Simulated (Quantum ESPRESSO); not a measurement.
## PtSe: equation of state with PBE

The system is PtSe.

```
Pt Se
1.0
     3.70187    0.00000    0.00000
    -1.85094    3.20591    0.00000
     0.00000    0.00000    3.61284
Pt Se
1 1
Cartesian
  0.0000 0.0000 0.0000
  1.8509 1.0686 1.8064
```

The cell comes from a database or a generator and needn't be the stable form of this composition.

| Quantity | Value |
| --- | --- |
| Program | Quantum ESPRESSO 7.5 |
| Task | equation of state |
| Functional | PBE |
| Potentials or basis | SSSP 1.3 efficiency PBE |
| Cutoff | 748 eV |
| Density cutoff | 5987 eV |
| k mesh | 8 × 8 × 7 |
| Occupations | fermi-dirac, width 0.05 eV |
| Spin | no spin polarisation |
| Mixing beta | 0.5 |
| Most SCF iterations | 120 |
| SCF threshold | 4e-10 Ry |

The equilibrium volume is 18.87 Å³/atom (rough: see the caveat) and the bulk modulus at fixed shape and positions is 127 GPa (rough).

Energy against volume, from the lowest point:
```tsv
volume (Å³/atom)	energy (meV/atom)
20.152	0.00
20.581	21.23
21.010	46.87
21.438	76.31
21.867	109.03
22.296	144.60
22.725	182.59
```

All runs of the series together: 4.2 min on 1 thread of Arm Neoverse V1 (shared host).

Caveat: the minimum lies outside the volumes run; the cell was scaled at fixed shape and fractional positions, which overstates the stiffness of a crystal with free parameters, most of all of layers and chains. The run has no spin-orbit coupling, so splittings on Pt are missing.
